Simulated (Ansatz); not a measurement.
# UB3LYP/def2-SVP run of C2H3Cl2Si (SMILES [H]/[C]=C/[SiH](Cl)Cl)

Aim: the electronic atomisation energy of C2H3Cl2Si at UB3LYP/def2-SVP, from 5 runs. 

The calculation is run with Ansatz 0.2.0.

61 further runs of the same task are left out: 61 set aside as unsound or not needed.

### 1 The system as given

C2H3Cl2Si: 8 atoms, total charge 0, spin state doublet. SMILES: `[H]/[C]=C/[SiH](Cl)Cl`. The shape is that of a PBE0-D4/def2-TZVP optimisation. This is one conformer, not always the lowest.

Bond lengths: C1–C2 1.302 Å, C2–Si3 1.849 Å, Si3–Cl4 2.046 Å, Si3–Cl5 2.046 Å, C1–H6 1.081 Å, C2–H7 1.096 Å, Si3–H8 1.473 Å. Angles: C1–C2–Si3 119.3°, C2–Si3–Cl4 109.6°, C2–Si3–Cl5 109.6°, Cl4–Si3–Cl5 108.1°, C1–C2–H7 121.6°, Si3–C2–H7 119.1°, C2–C1–H6 140.4°, C2–Si3–H8 111.7°, Cl4–Si3–H8 108.9°, Cl5–Si3–H8 108.9°.

### 2 The energy at UB3LYP/def2-SVP

The input, molecule.yaml:

```yaml
basis:
  gaussian:
    orbitals: def2-SVP
crystal:
  periodic: [false, false, false]
  atoms:
    - symbol: C
      position_ang: [-0.467200, 1.549800, 0.659300]
    - symbol: C
      position_ang: [-0.193600, 0.279100, 0.737900]
    - symbol: Si
      position_ang: [0.301600, -0.635800, -0.791100]
    - symbol: Cl
      position_ang: [-1.013100, -2.166600, -1.130900]
    - symbol: Cl
      position_ang: [2.164100, -1.443500, -0.534600]
    - symbol: H
      position_ang: [-0.772500, 2.376400, 1.285600]
    - symbol: H
      position_ang: [-0.249600, -0.262100, 1.689000]
    - symbol: H
      position_ang: [0.322500, 0.245600, -1.971100]
magnetization:
  spin_polarized: true
  initial_magnetization: 1
hamiltonian:
  xc: {name: B3LYP}
accuracy: high
output: {orbitals: {seedname: orbitals}}
```

On the command line:

```bash
$ ansatz run molecule.yaml --threads 1 --pin off --max-ram 3480MiB --events-out events.jsonl --progress --plain --runs-dir runs
```

Standard output:

```text
Warning: RAYON_NUM_THREADS=1 ignored (pool sized by the plan → 1); use --threads N
Functional definition: B3LYP
  name "B3LYP"
  parameter a0 = 0.2
  parameter ax = 0.72
  parameter ac = 0.81
  exchange = (1 - a0 - ax)*slater_x + ax*b88_x + a0*exact_x
  correlation = (1 - ac)*vwn_rpa_c + ac*lyp_c
2058 factors; integrals over basis functions are off by at most 5.3e-9 eV
mean field evaluation 1: about -35030.6448 eV, gradient 2.8e1 eV
mean field evaluation 2: about -35029.2944 eV, gradient 3.2e1 eV
mean field evaluation 4: about -35034.9368 eV, gradient 1.5e0 eV
mean field evaluation 8: about -35035.1131 eV, gradient 1.5e-1 eV
mean field evaluation 16: about -35035.1135 eV, gradient 4.9e-4 eV
mean field -35035.11351954 eV, -1287.5166741904 hartree, gradient 3.8e-8 eV, S^2 0.759257; 0 other end points of the search recorded, 0 dependent functions left out
reference -35035.11355882 eV, -1287.5166756337 hartree; 32, 31 occupied and 65, 66 virtual orbitals, 2058 factors
Total energy: -35035.11355882 eV, -1287.5166756337 hartree
```

It took 19 s on 1 thread of Arm Neoverse V1, shared host; peak memory 0.54 GiB.

### 3 The C atom at the same level

The input, molecule.yaml:

```yaml
basis:
  gaussian:
    orbitals: def2-SVP
crystal:
  periodic: [false, false, false]
  atoms:
    - {symbol: C, position_ang: [0.000000, 0.000000, 0.000000]}
magnetization:
  spin_polarized: true
  initial_magnetization: 2
hamiltonian:
  xc: {name: B3LYP}
accuracy: high
```

Run the same way, it converges to -37.81406 Eh (log not shown).

### 4 The Cl atom

The input, job.yaml:

```yaml
crystal:
  periodic: [false, false, false]
  atoms:
    - symbol: Cl
      position_ang: [0.000000, 0.000000, 0.000000]
basis:
  gaussian:
    orbitals: def2-SVP
magnetization:
  spin_polarized: true
  initial_magnetization: 1
hamiltonian:
  xc: {name: B3LYP}
accuracy: high
```

On the command line:

```bash
$ ansatz run job.yaml --threads 1 --pin off --max-ram 3480MiB --events-out events.jsonl --progress --plain --runs-dir runs
```

Standard output, shortened:

```text
Warning: RAYON_NUM_THREADS=1 ignored (pool sized by the plan → 1); use --threads N
[... 7 set-up lines as earlier in the session ...]
134 factors; integrals over basis functions are off by at most 2.6e-9 eV
mean field evaluation 1: about -12517.3456 eV, gradient 3.0e0 eV
mean field evaluation 2: about -12517.3957 eV, gradient 9.7e-1 eV
mean field evaluation 4: about -12517.4007 eV, gradient 3.0e-1 eV
mean field evaluation 8: about -12517.4011 eV, gradient 3.9e-4 eV
mean field evaluation 16: about -12517.4011 eV, gradient 4.8e-9 eV
mean field -12517.40105397 eV, -460.0060041342 hartree, gradient 4.8e-9 eV, S^2 0.751753; 0 other end points of the search recorded, 0 dependent functions left out
reference -12517.40106955 eV, -460.0060047067 hartree; 9, 8 occupied and 9, 10 virtual orbitals, 134 factors
Total energy: -12517.40106955 eV, -460.0060047067 hartree
```

Wall time 0.8 s (1 thread of Arm Neoverse V1, shared host).

### 5 The H atom at the same level

The input, job.yaml:

```yaml
basis:
  gaussian:
    orbitals: def2-SVP
crystal:
  periodic: [false, false, false]
  atoms:
    - {symbol: H, position_ang: [0.000000, 0.000000, 0.000000]}
magnetization:
  spin_polarized: true
  initial_magnetization: 1
hamiltonian:
  xc: {name: B3LYP}
accuracy: high
```

Run the same way, it converges to -0.50126 Eh (log not shown).

### 6 The Si atom

The input, run.yaml:

```yaml
crystal:
  periodic: [false, false, false]
  atoms:
    - {symbol: Si, position_ang: [0.000000, 0.000000, 0.000000]}
basis:
  gaussian:
    orbitals: def2-SVP
magnetization:
  spin_polarized: true
  initial_magnetization: 2
hamiltonian:
  xc: {name: B3LYP}
accuracy: high
```

Run the same way, it converges to -289.29368 Eh (log not shown).

### 7 Outcome

Level: UB3LYP/def2-SVP.

| quantity | value |
| --- | --- |
| molecule: total energy | -1287.51668 Eh |
| molecule: HOMO energy (highest over α and β) | -6.74 eV |
| molecule: LUMO energy (lowest over α and β) | -2.60 eV |
| molecule: ⟨S²⟩ | 0.759 |
| C atom: total energy | -37.81406 Eh |
| C atom: ⟨S²⟩ | 2.003 |
| Cl atom: total energy | -460.00600 Eh |
| Cl atom: ⟨S²⟩ | 0.752 |
| H atom: total energy | -0.50126 Eh |
| H atom: ⟨S²⟩ | 0.750 |
| Si atom: total energy | -289.29368 Eh |
| Si atom: ⟨S²⟩ | 2.003 |
| electronic atomisation energy | 29.363 eV |

**Reading.** Taking the molecule apart into free atoms costs 29.36 eV (2833 kJ/mol), before zero-point energy and without spin-orbit coupling.
